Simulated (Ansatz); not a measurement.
Crystal: FeGe.

```
CELL_PARAMETERS angstrom
4.68900 0.00000 0.00000
0.00000 4.68900 0.00000
0.00000 0.00000 4.68900
ATOMIC_POSITIONS crystal
Ge 0.15800 0.34200 0.65800
Ge 0.34200 0.65800 0.15800
Ge 0.65800 0.15800 0.34200
Ge 0.84200 0.84200 0.84200
Fe 0.86500 0.63500 0.36500
Fe 0.63500 0.36500 0.86500
Fe 0.36500 0.86500 0.63500
Fe 0.13500 0.13500 0.13500
```

Below is the output of Ansatz 0.2.0 for this cell. Logs are shortened: lines on timing, memory, paths and dates and some standing lists are left out, and cuts for length are marked.

```text
Warning: RAYON_NUM_THREADS=4 ignored (pool sized by the plan → 4); use --threads N
Engine: ansatz 0.2.0, aarch64-unknown-linux-gnu
Pseudopotentials: kind: paw
Pseudopotential: Ge, paw, valence charge 14, recommended cutoff 420 eV (normal), Ge.paw.azcp
Pseudopotential: Fe, paw, valence charge 16, recommended cutoff 420 eV (normal), Fe.paw.azcp
Functional definition: PBE
  parameter kappa = 0.804
[... 136 lines left out ...]
  k-point 1 ↑: bands = ["-70.2453", "-70.2376", "-70.2358", "-70.2350", "-36.3685", "-36.3641", "-36.3535", "-36.3428", "-36.3400", "-36.3297", "-36.3276", "-36.3267", "-36.3057", "-36.3051", "-36.3049", "-36.2916", "-7.5601", "-7.5572", "-7.5571", "-7.5240", "-7.5177", "-7.5140", "-7.5035", "-7.5019", "-7.4899", "-7.4805", "-7.4758", "-7.4662", "-7.4569", "-7.4541", "-7.4441", "-7.4438", "-7.4380", "-7.4293", "-7.4153", "-7.4123", "3.9182", "7.6560", "8.7562", "9.3075", "11.5948", "12.2574", "12.8124", "12.9631", "13.2636", "13.9982", "14.2828", "14.3563", "14.4011", "14.4642", "14.5007", "14.5336", "14.9473", "15.0610", "15.2846", "16.0598", "16.1103", "16.2201", "16.2813", "16.4484", "16.6896", "16.7813", "17.3513", "18.3682", "18.6425", "19.0398", "19.1396", "20.1735", "20.8505", "20.8851", "21.0370", "22.6655", "22.7763", "24.1525", "24.4813", "24.6335", "24.8479", "25.5451", "25.6575", "27.4409"]
  k-point 2 ↑: bands = ["-70.2439", "-70.2396", "-70.2354", "-70.2347", "-36.3719", "-36.3684", "-36.3487", "-36.3442", "-36.3405", "-36.3277", "-36.3223", "-36.3221", "-36.3073", "-36.3061", "-36.3049", "-36.2961", "-7.5595", "-7.5550", "-7.5538", "-7.5348", "-7.5127", "-7.5083", "-7.5038", "-7.4936", "-7.4930", "-7.4805", "-7.4784", "-7.4658", "-7.4657", "-7.4557", "-7.4511", "-7.4436", "-7.4404", "-7.4361", "-7.4063", "-7.4045", "4.4715", "6.4731", "9.0837", "9.6570", "11.4670", "12.3804", "12.4449", "12.6770", "13.4983", "13.7693", "14.3573", "14.3770", "14.4740", "14.5498", "14.5871", "14.7414", "14.8915", "15.1664", "15.3414", "15.7218", "16.0416", "16.1275", "16.3440", "16.3636", "16.6272", "16.6615", "17.9491", "18.0549", "18.2512", "18.4001", "19.3757", "20.6186", "21.2183", "21.2501", "21.8643", "22.2379", "22.4899", "23.4758", "23.9684", "24.7768", "25.6721", "26.2530", "26.5527", "27.8103"]
  k-point 23 ↓: bands = ["-68.9110", "-68.9110", "-68.9110", "-68.9110", "-35.0781", "-35.0781", "-35.0781", "-35.0781", "-35.0326", "-35.0326", "-35.0326", "-35.0326", "-34.9928", "-34.9928", "-34.9928", "-34.9928", "-7.5506", "-7.5506", "-7.5506", "-7.5506", "-7.5475", "-7.5475", "-7.5475", "-7.5475", "-7.4812", "-7.4812", "-7.4812", "-7.4812", "-7.4726", "-7.4726", "-7.4726", "-7.4726", "-7.4397", "-7.4397", "-7.4397", "-7.4397", "7.3963", "7.3963", "7.3963", "7.3963", "10.8123", "10.8123", "10.8123", "10.8123", "15.1654", "15.1654", "15.1654", "15.1654", "15.3077", "15.3077", "15.3077", "15.3077", "16.8429", "16.8429", "16.8429", "16.8429", "16.9485", "16.9485", "16.9485", "16.9485", "17.9433", "17.9433", "17.9433", "17.9433", "21.5438", "21.5438", "21.5438", "21.5438", "22.7230", "22.7230", "22.7230", "22.7230", "25.5051", "25.5051", "25.5051", "25.5051", "27.1472", "27.1472", "27.1472", "27.1472"]
--- Relaxed structure (3 steps of the walk, 3 accepted, 1 SCFs on fresh bases) ---
  F+E_penalty+E_count = -35102.60849739 eV   max|allowed force component| = 6.814e-3 eV/Å   (the final SCF, on the basis selected at the relaxed cell)
  cell:  # Å, volume = 101.3772 Å³
    - [4.662799294883292, -1.2839532962581572e-34, -2.5679065925163143e-34]
    - [-1.2839532962581572e-34, 4.662799294883292, 0.0]
    - [-1.925929944387236e-34, 0.0, 4.662799294883292]
  atoms:
    - { symbol: Ge, position: [0.15827208302552398, 0.3417279169744761, 0.6582720830255242] }
    - { symbol: Ge, position: [0.3417279169744761, 0.6582720830255242, 0.15827208302552398] }
    - { symbol: Ge, position: [0.6582720830255242, 0.15827208302552398, 0.3417279169744761] }
    - { symbol: Ge, position: [0.8417279169744759, 0.8417279169744759, 0.8417279169744759] }
    - { symbol: Fe, position: [0.8651199740207044, 0.6348800259792955, 0.3651199740207045] }
    - { symbol: Fe, position: [0.6348800259792955, 0.3651199740207045, 0.8651199740207044] }
    - { symbol: Fe, position: [0.3651199740207045, 0.8651199740207044, 0.6348800259792955] }
    - { symbol: Fe, position: [0.13488002597929552, 0.13488002597929552, 0.13488002597929552] }
```

Q: What input gives this log?

A: Relaxation of cell and atoms with PBE, collinear spin, ferromagnetic start. The files as run (others can give the same):

input.yaml
```yaml
crystal:
  lattice:
    - [4.689, 0.0, 0.0]
    - [0.0, 4.689, 0.0]
    - [0.0, 0.0, 4.689]
  atoms:
    - { symbol: Ge, position: [0.158, 0.342, 0.658] }
    - { symbol: Ge, position: [0.342, 0.658, 0.158] }
    - { symbol: Ge, position: [0.658, 0.158, 0.342] }
    - { symbol: Ge, position: [0.842, 0.842, 0.842] }
    - { symbol: Fe, position: [0.865, 0.635, 0.365], spin: 3.0 }
    - { symbol: Fe, position: [0.635, 0.365, 0.865], spin: 3.0 }
    - { symbol: Fe, position: [0.365, 0.865, 0.635], spin: 3.0 }
    - { symbol: Fe, position: [0.135, 0.135, 0.135], spin: 3.0 }
hamiltonian:
  xc: pbe
  pseudopotentials: { kind: paw }
magnetization:
  spin_polarized: true
kpoints:
  mp_grid: { grid: [6, 6, 6] }
scf:
  occupations: { method: fermi_dirac, width: 0.05 }
output:
  forces: true
  stress: true
  eigenvalues: true
relax:
  f_tol: 0.01
  max_steps: 40
  cell: { stress_tol: 0.05 }
```

Potentials or basis: Ansatz PAW.
The run is started by
```bash
$ ansatz run input.yaml --threads 4 --pin off --max-ram 11264MiB --backend cpu --events-out ev --progress --plain --runs-dir out
```

Caveat: the plane-wave basis is chosen anew once the cell has moved, so the energies of steps on either side of that aren't comparable.
